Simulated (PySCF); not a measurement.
**C₅H₁₂B₂: electronic excitations**

Wanted: the electronic excitations of C₅H₁₂B₂ (`BBCCCC=C`), by calculation.

Computed with PySCF 2.14.0, with density-fitted response routines of our own, on a single molecule in the gas phase. Atoms are numbered from 0 throughout.

## 1. Starting geometry

19 atoms, charge 0, multiplicity 1; geometry from: GFN2-xTB.

Bonds of the start (Å): B0–B1 1.63, B1–C2 1.59, C2–C3 1.53, C3–C4 1.53, C4–C5 1.49, C5–C6 1.32, B0–H7 1.18, B0–H8 1.18, B1–H9 1.18, C2–H10 1.09, C2–H11 1.10, C3–H12 1.09, C3–H13 1.09, C4–H14 1.10, C4–H15 1.09, C5–H16 1.08, C6–H17 1.08, C6–H18 1.08.

## 2. Excited states and response: CAM-B3LYP/def2-SVPD

The job: settings as JSON, then the geometry in Å.

```
{"job": {"kind": "uv", "xc": "CAM-B3LYP", "basis": "def2-SVPD", "nstates": 8, "ntriplets": 3}, "charge": 0, "multiplicity": 1}
B     -1.887017     1.393705     0.290296
B     -2.421839    -0.109946    -0.038294
C     -1.431255    -1.320407    -0.323948
C     -0.022817    -0.941260    -0.793721
C      0.653764     0.047092     0.153166
C      1.944497     0.563862    -0.385524
C      3.098545     0.518804     0.254379
H     -1.744640     2.215181    -0.540451
H     -1.793788     1.800362     1.391458
H     -3.562719    -0.403207    -0.034012
H     -1.851857    -2.038204    -1.033011
H     -1.347952    -1.864510     0.624721
H      0.597319    -1.838638    -0.877092
H     -0.086374    -0.493954    -1.788734
H     -0.038744     0.896622     0.286764
H      0.806733    -0.411425     1.132667
H      1.889122     0.996657    -1.376510
H      3.182475     0.093644     1.241288
H      4.006740     0.904872    -0.175740
```

With the program's defaults for keys left out, this is: TDDFT CAM-B3LYP/def2-SVPD, vertical, gas phase, core orbitals frozen in the response.

Command:

```sh
OMP_NUM_THREADS=1 python probes_run.py task.json out
```

One launch serves the whole session: the jobs run in the order shown.

The log of the run:

```text
coarse grid: 15048 points
cycle   1  E = -246.9546129959  dE =  6.776e-01  |g| = 3.121e-01  |ddm| = 7.842e+00
cycle   2  E = -246.9754956260  dE = -2.088e-02  |g| = 2.104e-01  |ddm| = 1.384e+00
cycle   3  E = -246.9869642784  dE = -1.147e-02  |g| = 4.060e-02  |ddm| = 4.612e-01
cycle   4  E = -246.9874072774  dE = -4.430e-04  |g| = 1.619e-02  |ddm| = 1.216e-01
cycle   5  E = -246.9874757986  dE = -6.852e-05  |g| = 3.827e-03  |ddm| = 4.350e-02
cycle   6  E = -246.9874798191  dE = -4.020e-06  |g| = 1.237e-03  |ddm| = 1.058e-02
final grid: 142920 points
cycle   7  E = -247.0413615690  dE = -4.378e-05  |g| = 4.128e-03  |ddm| = 1.435e-01
cycle   8  E = -247.0413620149  dE = -4.459e-07  |g| = 4.040e-03  |ddm| = 2.135e-02
cycle   9  E = -247.0413662959  dE = -4.281e-06  |g| = 4.449e-04  |ddm| = 7.856e-03
cycle  10  E = -247.0413663378  dE = -4.190e-08  |g| = 2.191e-04  |ddm| = 1.341e-03
cycle  11  E = -247.0413663504  dE = -1.258e-08  |g| = 3.502e-05  |ddm| = 5.840e-04
cycle  12  E = -247.0413663508  dE = -3.907e-10  |g| = 1.111e-05  |ddm| = 1.248e-04
converged SCF energy = -247.0413663508

Static polarisability (au): isotropic 91.808, principal 74.838 85.904 114.681

Singlet excitations
state   eV       nm        f      main configurations
  1   5.1429    241.1   0.01151   H-1->L 0.70, H->L 0.13, H-1->L+1 0.08
  2   5.3307    232.6   0.00590   H-1->L+1 0.71, H->L+1 0.14
  3   6.0625    204.5   0.00068   H-2->L+1 0.73, H-2->L 0.09
  4   6.3321    195.8   0.15689   H->L 0.64, H-1->L 0.11
  5   6.5075    190.5   0.04104   H-3->L 0.36, H-5->L 0.28, H->L 0.13
  6   6.9965    177.2   0.01624   H->L+1 0.68, H-1->L+1 0.12
  7   7.0444    176.0   0.06603   H-2->L 0.77, H-2->L+1 0.11
  8   7.4459    166.5   0.18646   H->L+2 0.35, H->L+3 0.24, H->L+4 0.16

Triplet excitations (Tamm-Dancoff, eV): 4.3825 4.4615 4.6632
```

Wall time 99 s (1 thread of Arm Neoverse N1, shared host); peak memory 1 GiB.

The orbitals next to the gap, with their largest atomic shares:

| orbital | eV | atoms |
| --- | --- | --- |
| HOMO−3 | -10.98 | B0 18 %, C3 11 %, C4 11 % |
| HOMO−2 | -10.25 | B1 26 %, C2 21 %, C3 17 % |
| HOMO−1 | -9.57 | B1 27 %, B0 27 %, C2 15 % |
| HOMO | -8.90 | C6 34 %, C5 31 %, C4 7 % |
| LUMO | -0.22 | B0 42 %, B1 14 %, H7 8 % |
| LUMO+1 | 0.10 | B1 43 %, B0 18 %, C2 12 % |
| LUMO+2 | 1.22 | B1 29 %, B0 24 %, C6 5 % |

With each of the 8 states as a Gaussian band of 0.4 eV half-width at 1/e, the curve within the window shown has maxima at 238 nm (ε 670), 194 nm (ε 8,000), 168 nm (ε 9,000) L/(mol cm). Beyond the last state computed it falls off for lack of states. The curve at chosen wavelengths:

```json
{"nm": "160", "ε (L/mol/cm)": "4445"}
{"nm": "164", "ε (L/mol/cm)": "7601"}
{"nm": "169", "ε (L/mol/cm)": "8921"}
{"nm": "173", "ε (L/mol/cm)": "7788"}
{"nm": "178", "ε (L/mol/cm)": "5958"}
{"nm": "182", "ε (L/mol/cm)": "5492"}
{"nm": "187", "ε (L/mol/cm)": "6499"}
{"nm": "191", "ε (L/mol/cm)": "7658"}
{"nm": "196", "ε (L/mol/cm)": "7859"}
{"nm": "200", "ε (L/mol/cm)": "6650"}
{"nm": "205", "ε (L/mol/cm)": "4297"}
{"nm": "209", "ε (L/mol/cm)": "2586"}
{"nm": "214", "ε (L/mol/cm)": "1207"}
{"nm": "218", "ε (L/mol/cm)": "685"}
{"nm": "223", "ε (L/mol/cm)": "493"}
{"nm": "227", "ε (L/mol/cm)": "523"}
{"nm": "232", "ε (L/mol/cm)": "617"}
{"nm": "236", "ε (L/mol/cm)": "667"}
{"nm": "241", "ε (L/mol/cm)": "659"}
{"nm": "245", "ε (L/mol/cm)": "597"}
{"nm": "250", "ε (L/mol/cm)": "477"}
{"nm": "254", "ε (L/mol/cm)": "370"}
{"nm": "259", "ε (L/mol/cm)": "247"}
{"nm": "263", "ε (L/mol/cm)": "169"}
{"nm": "268", "ε (L/mol/cm)": "98"}
{"nm": "272", "ε (L/mol/cm)": "60"}
```

Leading natural transition orbitals of singlet state 8: the hole lies on C5, C6 about 35 % each; the particle on H16, H18 about 18 % each; H17 16 %; C5, C6 about 10 % each.

Leading natural transition orbitals of singlet state 1: the hole lies on B0, B1 about 30 % each; H7, H8, H9 about 8 % each; C2 7 %; the particle on B0 34 %; B1 18 %; H7, H8 about 10 % each.

Further results of this job:

| property | computed |
| --- | --- |
| dipole moment (D) | 1.09 |
| polarisability (Å³) | 13.60 |
| HOMO–LUMO gap (eV) | 8.68 |
| −ε(HOMO) (eV) | 8.90 |

Orbitals, density, ELF and potential are computed afterwards from the orbital file.

Frontier orbitals at CAM-B3LYP/def2-SVPD, with the share of their density that lies nearest to each atom:

| orbital | energy (eV) | lies on |
| --- | --- | --- |
| HOMO | -8.90 | C5, C6 about 32 % each |
| LUMO | -0.22 | B0 36 %; H7, H8 about 12 % each; H14 10 % |

ELF in a plane through or near 8 of the atoms.

Ten even steps from '0' (0.00) to '9' (1.00):
```
0000000000000000000000000000
0000000000000000000000000000
0000000000000000000000000000
0000000000000001111000000000
0000000000000012442000000000
0000000110000004642000000000
0000001464101402170100000000
0000454577417971038834420000
0006999687567991796489980000
0007999174492650363199991000
0004998587683863697599991000
0000355687437948558458960000
0000012663005728217300000000
0000000220039983599930000000
0000000000079981399950000000
0000000000049940058610000000
0000000000003400001000000000
0000000000000000000000000000
0000000000000000000000000000
0000000000000000000000000000
```
The map spans 13.4 Å across and 10.0 Å up, centred on the molecule. Atoms in the plane (x, y in Å): B0 (1.7, 1.7), B1 (2.4, 0.2), C2 (1.6, -1.1), H9 (3.6, 0.1), H10 (2.1, -1.9), H12 (-0.3, -2.0), H14 (-0.1, 1.0), H18 (-4.1, 0.3).

On the surface of density 0.002 e/bohr³ the electrostatic potential runs, from the 1st to the 99th percentile, from -0.54 V near C6 to 1.04 V near B1.

## 3. Results

| quantity | value |
| --- | --- |
| lowest singlet (CAM-B3LYP/def2-SVPD) | 5.14 eV (241 nm), f = 0.012 |
| brightest single state of those computed | state 8, 7.45 eV, f = 0.186 |
| lowest triplet | 4.38 eV |
| surface potential, 1st and 99th percentile | -0.54 V and 1.04 V |

The lowest singlet, at 5.14 eV, is HOMO−1→LUMO 0.70, HOMO→LUMO 0.13 and is weak; of the 8 states computed, the strongest absorption comes from state 8 at 7.45 eV (the last computed, so partners may be missing). The lowest triplet lies 0.76 eV below the lowest singlet (triplets in Tamm-Dancoff, singlets in full TDDFT).
